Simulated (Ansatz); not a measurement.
# Al₂H₄OSeSi: a ladder of functionals and wavefunction methods

How much do the methods differ for Al₂H₄OSeSi? The plan is to run it at one geometry with functionals of several rungs and with coupled cluster, and see how far each lands from CCSD(T) at the basis-set limit for the atomisation energy.

Method: functionals in def2-TZVPP, the program's frozen cores in correlated methods; program: Ansatz 0.2.0, Gaussian basis.

The runs, in order: LDA (SPW92), PBE-D4, revPBE-D4, BLYP-D4, r2SCAN-D4, B97M-V, PBE0-D4, B3LYP-D4, r2SCANh-D4, r2SCAN0-D4, HSE06-D4, BHLYP-D4, CAM-B3LYP-D4, LC-ωPBE, ωB97X-V, ωB97M-V, B2PLYP, PBE-QIDH; CCSD(T)/def2-SVP; CCSD(T)/def2-TZVPP; MP2/def2-QZVPP; extrapolation to the limit; RPA on PBE.

## Step 1: The geometry

All runs share one geometry, relaxed beforehand with PBE0-D4 in a triple-zeta def2 set.

SMILES `[AlH2][Al]1[O][SiH2][Se]1`, 9 atoms, charge 0, spin multiplicity 1.

Atoms are counted from 1 here; the program's logs count them from 0.

Bond lengths: Al1–Al2 2.586 Å, Al1–H6 1.587 Å, Al1–H7 1.587 Å, Al2–O3 1.738 Å, Al2–Se5 2.336 Å, O3–Si4 1.649 Å, Si4–Se5 2.305 Å, Si4–H8 1.484 Å, Si4–H9 1.484 Å. Angles: Al2–Al1–H6 119.6°, Al2–Al1–H7 120.9°, H6–Al1–H7 119.5°, Al1–Al2–O3 129.4°, Al1–Al2–Se5 136.5°, O3–Al2–Se5 94.1°, Al2–O3–Si4 100.1°, O3–Si4–Se5 97.8°, O3–Si4–H8 112.5°, O3–Si4–H9 112.5°, Se5–Si4–H8 112.0°, Se5–Si4–H9 112.0°, H8–Si4–H9 109.7°, Al2–Se5–Si4 68.0°.

## Step 2: LDA

This LDA is Slater exchange with PW92 correlation.

Contents of in.yaml:

```yaml
crystal:
  periodic: [false, false, false]
  atoms:
    - {symbol: Al, position_ang: [-1.138501, 1.425352, 2.232501]}
    - {symbol: Al, position_ang: [-0.199195, 0.265245, 0.120927]}
    - {symbol: O, position_ang: [0.807779, -1.146038, -0.007652]}
    - {symbol: Si, position_ang: [0.977207, -1.230417, -1.645627]}
    - {symbol: Se, position_ang: [-0.298198, 0.611939, -2.186940]}
    - {symbol: H, position_ang: [-2.262117, 2.536258, 2.082293]}
    - {symbol: H, position_ang: [-0.600063, 1.047836, 3.677191]}
    - {symbol: H, position_ang: [0.414027, -2.480957, -2.211162]}
    - {symbol: H, position_ang: [2.387663, -1.075618, -2.078632]}
basis:
  gaussian: {orbitals: def2-TZVPP}
hamiltonian: {xc: lda}
output: {orbitals: {seedname: orbitals}}
```

Further steps of the session: PBE-D4 (GGA); revPBE-D4 (GGA); BLYP-D4 (GGA); r2SCAN-D4 (meta-GGA); B97M-V (meta-GGA); PBE0-D4 (hybrid); B3LYP-D4 (hybrid); r2SCANh-D4 (hybrid); r2SCAN0-D4 (hybrid); HSE06-D4 (hybrid); BHLYP-D4 (hybrid); CAM-B3LYP-D4 (range-separated); LC-ωPBE (range-separated); ωB97X-V (range-separated); ωB97M-V (range-separated); B2PLYP (double hybrid); PBE-QIDH (double hybrid); CCSD(T) in def2-SVP; CCSD(T) in def2-TZVPP; MP2 in def2-QZVPP; RPA on PBE orbitals.

Q: Predict the results of all the runs planned. Wanted: atomisation energy, CCSD(T)/CBS; farthest beyond LDA; mean size of error, GGA; mean size of error, meta-GGA; mean size of error, hybrid; mean size of error, range-separated; mean size of error, double hybrid; gap, smallest and largest; T1 diagnostic.

The runs gave:

| quantity | value |
| --- | --- |
| atomisation energy, CCSD(T)/CBS | 676.5 kcal/mol |
| functionals within 6.8 kcal/mol (1.0 %) | r2SCAN-D4, B97M-V, r2SCANh-D4, ωB97X-V |
| farthest beyond LDA | BHLYP-D4 (-25.9 kcal/mol) |
| mean size of error, GGA | 16.9 kcal/mol |
| mean size of error, meta-GGA | 1.6 kcal/mol |
| mean size of error, hybrid | 14.6 kcal/mol |
| mean size of error, range-separated | 8.2 kcal/mol |
| mean size of error, double hybrid | 15.5 kcal/mol |
| gap, smallest and largest | 2.33 eV (LDA (SPW92)), 8.65 eV (LC-ωPBE) |
| T1 diagnostic | 0.0121 |
| triples share of the correlation energy | 3.8 % |

LDA overbinds by 75.9 kcal/mol (11 %). PBE-D4 misses by -8.0 kcal/mol. Double hybrids carry the basis error of their MP2 part in triple zeta, and no dispersion term here, so their miss is partly the set-up's. Taken by rung, meta-GGA functionals do best (1.6 kcal/mol on average) and GGA ones worst beyond LDA (16.9 kcal/mol). Misses under about 6.8 kcal/mol are within the doubt on the reference itself, which lacks core-valence correlation, relativity and higher excitations, and its outer-core shells are covered unevenly. All levels share the lack of spin-orbit coupling, which lowers the free heavy atoms and so the true binding. Hartree-Fock recovers 72 % of the binding; the rest is correlation. CCSD(T) in def2-SVP is off by -61.2 kcal/mol, so the small basis spoils what the method gains. Orbital gaps span 2.3 to 8.6 eV; exact exchange widens them. Correlated methods include outer-core shells of Se, which these sets cover unevenly.
